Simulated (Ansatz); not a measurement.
# PdOS: the cell at several levels of theory

One table from this session's results is given with a row withheld; the runs are named, their logs left out.

The runs shown are made with Ansatz 0.2.0. PAW datasets, plane waves, zero pressure. (Calculated; spin-unpolarised; the phase may be known or hypothetical.)

## The structure to begin with

In-plane lattice: a = 3.300 Å, b = 3.300 Å, γ = 120.0°; thickness between the outer nuclei 2.68 Å. Near Pd stand 3 S at 2.33 Å and 3 O at 2.33 Å; near O stand 3 Pd at 2.33 Å; near S stand 3 Pd at 2.33 Å.

As a file:

```
CELL_PARAMETERS angstrom
3.30029 0.00000 0.00000
-1.65014 2.85813 0.00000
0.00000 0.00000 18.00000
ATOMIC_POSITIONS crystal
Pd 0.00000 0.00000 0.50000
O 0.33333 0.66667 0.57450
S 0.66667 0.33333 0.42550
```
Periodic in the plane only; c spans the vacuum.

Set-up of the first run:

input.yaml

```yaml
crystal:
  lattice:
    - [3.30028874, 0.0, 0.0]
    - [-1.65014437, 2.8581338887, 0.0]
    - [0.0, 0.0, 18.0]
  atoms:
    - { symbol: Pd, position: [0.0, 0.0, 0.5] }
    - { symbol: O, position: [0.3333333333, 0.6666666667, 0.5745018233] }
    - { symbol: S, position: [0.6666666667, 0.3333333333, 0.4254981767] }
  periodic: [true, true, false]
kpoints:
  mp_grid: { grid: [12, 12, 1] }
hamiltonian:
  xc: pbe
scf:
  occupations: { method: fermi_dirac, width: 0.02 }
relax:
  f_tol: 0.005
  cell: {}
output:
  write_density: true
  write_potential: true
  elf: true
  volumetric_format: npy
```

Started as:

```sh
> ansatz run input.yaml --threads 4 --pin off --max-ram 5529MiB --backend cpu --events-out ev --progress --plain --runs-dir out
```

Steps of the session up to this table: Relaxing with PBE; Relaxation with r2SCAN; Relaxation with PBEsol; Relaxation with LDA; Relaxation with HSE06.

One of the session's tables, all rows but one given; the rest of the session is left out.

It belongs to the step «The cells side by side». 

```
 level  a (Å)  area (Å²/atom)
   PBE  3.330           3.200
r2SCAN  3.290           3.124
PBEsol  3.284           3.113
   LDA      ?               ?
 HSE06  3.265           3.078
```

**Question.** Estimate the row for LDA.

**Answer.** a (Å): 3.256; area (Å²/atom): 3.061. In the column «a (Å)» it is the lowest.

What this shows: From the start to the first minimum the area moved by +1.8 %. LDA gives the smallest cell and PBE the largest; they differ by 4.5 % in area, a mean of 2.2 % in length. The meshes differ: PBE 12×12×1, r2SCAN 12×12×1, PBEsol 12×12×1, LDA 12×12×1, HSE06 6×6×1.

To keep in mind: Warnings in the runs' records: xc potential rough in thin density, slab cell height set.
